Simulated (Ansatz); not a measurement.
# ScGaSe: the cost of one run

Program: Ansatz 0.2.0. Level of theory: DFT PBE, scalar-relativistic, plane waves, PAW. These are calculated values, not measurements.

## Step 1: Starting point

Symmetry: P4/mmm, No. 123, tetragonal system. The conventional cell has a = 3.394 Å, b = 3.394 Å, c = 7.006 Å, α = 90.00°, β = 90.00°, γ = 90.00°. Sc (site symmetry 4/mmm) has 4 Ga at 2.40 Å and 4 Sc at 3.39 Å and 2 Se at 3.50 Å in its first shell of neighbours. Ga (site symmetry 4/mmm) is surrounded by 4 Sc at 2.40 Å. Se (site symmetry 4/mmm) is surrounded by 4 Se at 3.39 Å and 2 Sc at 3.50 Å.

As a file:

```
Sc Ga Se
1.0
     3.39373    0.00000    0.00000
     0.00000    3.39373    0.00000
     0.00000    0.00000    7.00589
Sc Ga Se
1 1 1
Direct
  0.50000 0.50000 0.00000
  0.00000 0.00000 0.00000
  0.50000 0.50000 0.50000
```

A structure generator made this guess: random cell by space group and Wyckoff sites (P4/mmm, No. 123). Lengths come from tabulated atomic sizes and are only a guess.

## Step 2: The guess as it stands, on a coarse mesh

input.yaml

```yaml
crystal:
  lattice:
    - [3.3937302, 0.0, 0.0]
    - [0.0, 3.3937302, 0.0]
    - [0.0, 0.0, 7.005885]
  atoms:
    - { symbol: Sc, position: [0.5, 0.5, 0.0] }
    - { symbol: Ga, position: [0.0, 0.0, 0.0] }
    - { symbol: Se, position: [0.5, 0.5, 0.5] }
basis:
  ecutwfc: 420
kpoints:
  mp_grid: { grid: [6, 6, 4] }
hamiltonian:
  xc: pbe
scf:
  occupations: { method: gaussian, width: 0.1 }
  lower_state_search: "off"
output:
  forces: true
  stress: true
  eigenvalues: true
```

On the command line:

```console
ansatz run input.yaml --threads 1 --pin off --max-ram 2560MiB --backend cpu --events-out ev --progress --plain --runs-dir out
```

Q: Estimate wall time and peak memory on 1 thread of Intel Xeon at 2.50GHz (Skylake/Cascade Lake), shared host.

About 8 s, with a peak of 0.41 GiB.
